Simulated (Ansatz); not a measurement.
# BrH4PSi: interaction energy of a dimer with the counterpoise correction in Python

How strongly do two molecules of BrH4PSi bind, and how much of that is basis error? The task is the interaction energy of a dimer with the counterpoise correction, for BrH4PSi.

Computed with Ansatz 0.2.0 through its Python package. Level of theory: PBE+D4/def2-SVPD.

## 1. The structure

Bond lengths: P1–Si2 2.215 Å, Si2–Br3 2.209 Å, P1–H4 1.414 Å, P1–H5 1.414 Å, Si2–H6 1.483 Å, Si2–H7 1.484 Å. Angles: P1–Si2–Br3 109.0°, P1–Si2–H6 109.5°, P1–Si2–H7 108.4°, Br3–Si2–H6 110.1°, Br3–Si2–H7 109.6°, H6–Si2–H7 110.1°, Si2–P1–H4 97.1°, Si2–P1–H5 97.2°, H4–P1–H5 95.2°.

The script holds or builds the structure itself.

## 2. Script

The input, dimer_brh4psi.py:

```python
'''Interaction energy of two BrH4PSi molecules, with the counterpoise correction.'''

import logging
import sys

import ansatz

logging.basicConfig(stream=sys.stdout, format='%(levelname)s:%(name)s:%(message)s')
logger = logging.getLogger('run')
logger.setLevel(logging.INFO)

FIRST = [
    ('P', (1.3036, -0.2754, -0.6335)),
    ('Si', (-0.7457, 0.2807, -0.0043)),
    ('Br', (-2.1459, -1.3089, -0.6296)),
    ('H', (1.4805, -1.3472, 0.2714)),
    ('H', (1.9949, 0.6723, 0.1553)),
    ('H', (-1.1235, 1.5701, -0.633)),
    ('H', (-0.764, 0.4084, 1.4737)),
]
SECOND = [
    ('P', (4.56, 2.1714, -0.9559)),
    ('Si', (4.9001, 2.6072, 1.1887)),
    ('Br', (6.8623, 3.5946, 1.4192)),
    ('H', (4.3908, 3.5087, -1.3823)),
    ('H', (3.1774, 1.8917, -0.8632)),
    ('H', (4.8718, 1.3412, 1.9613)),
    ('H', (3.826, 3.5164, 1.6585)),
]

def energy(atoms, ghosts=()):
    molecule = ansatz.Crystal.molecule()
    for symbol, xyz in atoms:
        molecule = molecule.atom(symbol, xyz)
    calc = (
        molecule.calculation()
        .basis(gaussian='def2-SVPD')
        .functional('PBE', dispersion='d4')
    )
    deck = calc.input()
    if ghosts:
        deck = deck.set(ansatz.key.basis.gaussian.ghost_atoms, [{'symbol': s, 'position_ang': list(xyz)} for s, xyz in ghosts])
    return ansatz.Session.from_dict(deck).plan().execute().report['free_energy_ev']


def main() -> None:
    # ghost atoms carry the functions of the partner
    both = energy(FIRST + SECOND)
    alone = energy(FIRST) + energy(SECOND)
    ghosted = energy(FIRST, SECOND) + energy(SECOND, FIRST)
    logger.info(f'dimer {both:.6f} eV')
    logger.info(f'interaction, uncorrected   {23.060548 * (both - alone):8.3f} kcal/mol')
    logger.info(f'interaction, counterpoise  {23.060548 * (both - ghosted):8.3f} kcal/mol')
    logger.info(f'basis-set superposition    {23.060548 * (alone - ghosted):8.3f} kcal/mol')


if __name__ == '__main__':
    main()
```

## 3. The input behind the calls

The package turns the script's settings into the engine's input (first run):

```yaml
crystal:
  periodic: [false, false, false]
  atoms:
    - { symbol: P, position_ang: [1.3036, -0.2754, -0.6335] }
    - { symbol: Si, position_ang: [-0.7457, 0.2807, -0.0043] }
    - { symbol: Br, position_ang: [-2.1459, -1.3089, -0.6296] }
    - { symbol: H, position_ang: [1.4805, -1.3472, 0.2714] }
    - { symbol: H, position_ang: [1.9949, 0.6723, 0.1553] }
    - { symbol: H, position_ang: [-1.1235, 1.5701, -0.633] }
    - { symbol: H, position_ang: [-0.764, 0.4084, 1.4737] }
    - { symbol: P, position_ang: [4.56, 2.1714, -0.9559] }
    - { symbol: Si, position_ang: [4.9001, 2.6072, 1.1887] }
    - { symbol: Br, position_ang: [6.8623, 3.5946, 1.4192] }
    - { symbol: H, position_ang: [4.3908, 3.5087, -1.3823] }
    - { symbol: H, position_ang: [3.1774, 1.8917, -0.8632] }
    - { symbol: H, position_ang: [4.8718, 1.3412, 1.9613] }
    - { symbol: H, position_ang: [3.826, 3.5164, 1.6585] }
basis:
  gaussian:
    orbitals: def2-SVPD
hamiltonian:
  xc: pbe
  dispersion: d4
```

## 4. Launch

Launch:

```console
$ python dimer_brh4psi.py
```

**Question.** How large is the interaction at this pose, and how much of it is basis-set superposition?

**Answer**, as computed:

| quantity | value |
| --- | --- |
| interaction energy, uncorrected | -0.630 kcal/mol |
| interaction energy, counterpoise | 0.098 kcal/mol |
| runs compared | 5 |

**Reading.** The counterpoise correction turns the binding into repulsion: what looked like attraction was the basis set's error. Uncorrected it is -0.630 kcal/mol, with the counterpoise correction 0.098 kcal/mol; the difference, 0.73 kcal/mol, is the superposition error. The sign changes with the correction, so this basis doesn't settle it. The dimer is a generated trial pose of unrelaxed monomers, not a minimum, so the figure is no binding energy, and the basis set is small.
